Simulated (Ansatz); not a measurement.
**Al: one contact scaled**

An exercise on one series of results from a longer session: the logs are not shown, and one member is left open.

Method: DFT, r2SCAN, PAW with Ansatz's default frozen-core files, scalar-relativistic, in Ansatz 0.2.0.

1 further run of the same task is left out (it didn't finish).

### The structure to begin with

Symmetry: P6_3/mmc, No. 194, hexagonal system. The conventional cell has a = 2.864 Å, b = 2.864 Å, c = 4.640 Å, α = 90.00°, β = 90.00°, γ = 120.00°. Al (site symmetry -6m2) has 12 Al at 2.85 to 2.86 Å as nearest neighbours.

Coordinates:

```
CELL_PARAMETERS angstrom
2.86428 0.00000 0.00000
-1.43214 2.48054 0.00000
0.00000 0.00000 4.64014
ATOMIC_POSITIONS crystal
Al 0.33333 0.66667 0.25000
Al 0.66667 0.33333 0.75000
```

Atoms are numbered in the order of the input: Al1, Al2.

The first run:

File input.yaml:

```yaml
crystal:
  lattice:
    - [2.8642811953, 0.0, 0.0]
    - [-1.4321405977, 2.4805402787, 0.0]
    - [0.0, 0.0, 4.6401355364]
  atoms:
    - { symbol: Al, position: [0.3333333333, 0.6666666667, 0.25] }
    - { symbol: Al, position: [0.6666666667, 0.3333333333, 0.75] }
kpoints:
  mp_grid: { grid: [12, 12, 7] }
scf:
  occupations: { method: fermi_dirac, width: 0.05 }
hamiltonian:
  xc: r2scan
  pseudopotentials: { kind: paw }
output:
  forces: true
  stress: true
  eigenvalues: true
  efg: { contact_densities: true }
  populations: true
```

Launch:

```console
$ ansatz run input.yaml --threads 1 --pin off --max-ram 2048MiB --backend cpu --events-out ev --progress --plain --runs-dir out
```

Steps of the session up to this table: Shortest bond scaled by 1, PAW; Shortest bond scaled by 0.82, PAW; Shortest bond scaled by 0.7, PAW; Shortest bond scaled by 0.64, PAW; Shortest bond scaled by 0.58, PAW; Shortest bond scaled by 0.58, PAW (partial_waves polarizable).

One table of the session follows, with a row left open; its other results are not shown here.

| method | length (Å) | F from the given length (eV/cell) | force along the bond (eV/Å) | pressure (GPa) | largest force (eV/Å) |
| --- | --- | --- | --- | --- | --- |
| PAW | 1.652 | 7.861 | 23.946 | 63.13 | 24.003 |
| PAW | 1.823 | 4.567 | 15.084 | 42.89 | 15.175 |
| PAW | 1.994 | 2.544 | 9.074 | 26.67 | 9.194 |
| PAW | 2.336 | ? | ? | ? | ? |
| PAW | 2.849 | 0.000 | 0.000 | -2.49 | 0.000 |
| PAW (partial_waves polarizable) | 1.652 | – | 23.947 | 63.13 | 24.004 |

Q: Estimate the row for PAW, 2.336 from the others.

**Answer.** F from the given length (eV/cell): 0.643; force along the bond (eV/Å): 3.010; pressure (GPa): 6.66; largest force (eV/Å): 3.147.
